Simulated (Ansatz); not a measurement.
# Ti3O4: properties at the relaxed cell

One table from this session's results is given with a row withheld; the runs are named, their logs left out.

Method: DFT r2SCAN, scalar-relativistic, plane waves, PAW, in Ansatz 0.2.0.

**The structure to begin with**

The structure is tetragonal, space group I4/mmm (No. 139). Conventional cell: a = 4.124 Å, b = 4.124 Å, c = 8.158 Å, α = 90.00°, β = 90.00°, γ = 90.00°. Ti (site symmetry -4m2) has 6 O at 2.04 to 2.06 Å in its first shell of neighbours. Ti (site symmetry 4/mmm) is surrounded by 6 O at 2.06 to 2.09 Å. Around O (site symmetry mmm) lie 4 Ti at 2.04 to 2.06 Å. Around O (site symmetry 4mm) lie 5 Ti at 2.06 to 2.09 Å.

Structure file:

```cif
data_structure
_symmetry_space_group_name_H-M 'P 1'
_symmetry_Int_Tables_number 1
_cell_length_a 5.0144
_cell_length_b 5.0144
_cell_length_c 5.0144
_cell_angle_alpha 131.433
_cell_angle_beta 131.433
_cell_angle_gamma 71.126
_cell_volume 69.39
loop_
_atom_site_label
_atom_site_type_symbol
_atom_site_fract_x
_atom_site_fract_y
_atom_site_fract_z
_atom_site_occupancy
Ti1 Ti 0.25000 0.75000 0.50000 1
Ti2 Ti 0.50000 0.50000 0.00000 1
Ti3 Ti 0.75000 0.25000 0.50000 1
O1 O 0.00000 0.50000 0.50000 1
O2 O 0.24440 0.24440 0.00000 1
O3 O 0.50000 0.00000 0.50000 1
O4 O 0.75560 0.75560 0.00000 1
```

It goes back to an entry of the Materials Project, which need not be the stable form.

It is the result of an earlier relaxation at this level (volume 9.91 Å³/atom; gap on the mesh: none (metal)).

The first run:

Input file input.yaml:

```yaml
crystal:
  lattice:
    - [-2.0413480707, 2.0413480707, 4.0378612092]
    - [2.0413480707, -2.0413480707, 4.0378612092]
    - [2.0413480707, 2.0413480707, -4.0378612092]
  atoms:
    - { symbol: Ti, position: [0.25, 0.75, 0.5] }
    - { symbol: Ti, position: [0.5, 0.5, 0.0] }
    - { symbol: Ti, position: [0.75, 0.25, 0.5] }
    - { symbol: O, position: [0.0, 0.5, 0.5] }
    - { symbol: O, position: [0.2443998279, 0.2443998279, 0.0] }
    - { symbol: O, position: [0.5, 0.0, 0.5] }
    - { symbol: O, position: [0.7556001721, 0.7556001721, 0.0] }
basis:
  ecutwfc: 500
kpoints:
  mp_grid: { grid: [12, 12, 12] }
hamiltonian:
  xc: r2scan
scf:
  occupations: { method: gaussian, width: 0.1 }
output:
  forces: true
  stress: true
  eigenvalues: true
  write_density: true
  write_potential: true
  elf: true
  volumetric_format: npy
relax:
  adjacent_minimum: "off"
  f_tol: 0.01
  max_steps: 30
  cell: { stress_tol: 0.1, fix: [volume] }
```

The run is started by

```console
ansatz run input.yaml --threads 2 --pin off --max-ram 5120MiB --backend cpu --events-out ev --progress --plain --runs-dir out
```

Among the steps run: Volume × 0.97; Volume × 1.03; Volume × 0.94; Volume × 1.06; The cell scaled to 0.91 of its volume; The cell scaled to 1.10 of its volume; Point at V/V0 = 0.88.

One table of the session follows, with a row left open; its other results are not shown here.

It belongs to the step «Energy against volume». 

```
volume (Å³/atom)  energy above the lowest point (meV/atom)  pressure (GPa)
           8.723                                     129.1           38.92
           9.020                                      68.5           26.74
           9.318                                      28.8           16.37
           9.615                                       6.8            7.54
           9.912                                       0.0            0.01
          10.210                                       6.1           -6.40
          10.507                                         ?               ?
          10.904                                      60.4          -17.93
```

Q: Estimate the row for volume (Å³/atom) = 10.507 from the others.

Worked estimate for «energy above the lowest point (meV/atom)». A straight line through the neighbours (10.210, 6.1) and (10.904, 60.4) gives 6.1 + (60.4 − 6.1) × (10.507 − 10.210) / (10.904 − 10.210) = 29.3; a parabola fitted to 3 rows on both sides gives 22.5.

As computed: energy above the lowest point (meV/atom): 23.2; pressure (GPa): -11.88. In «energy above the lowest point (meV/atom)» the line misses by +6.1 and the parabola by -0.7.

Limits of these values: The final runs have no spin polarisation, so a magnetic state may lie lower.
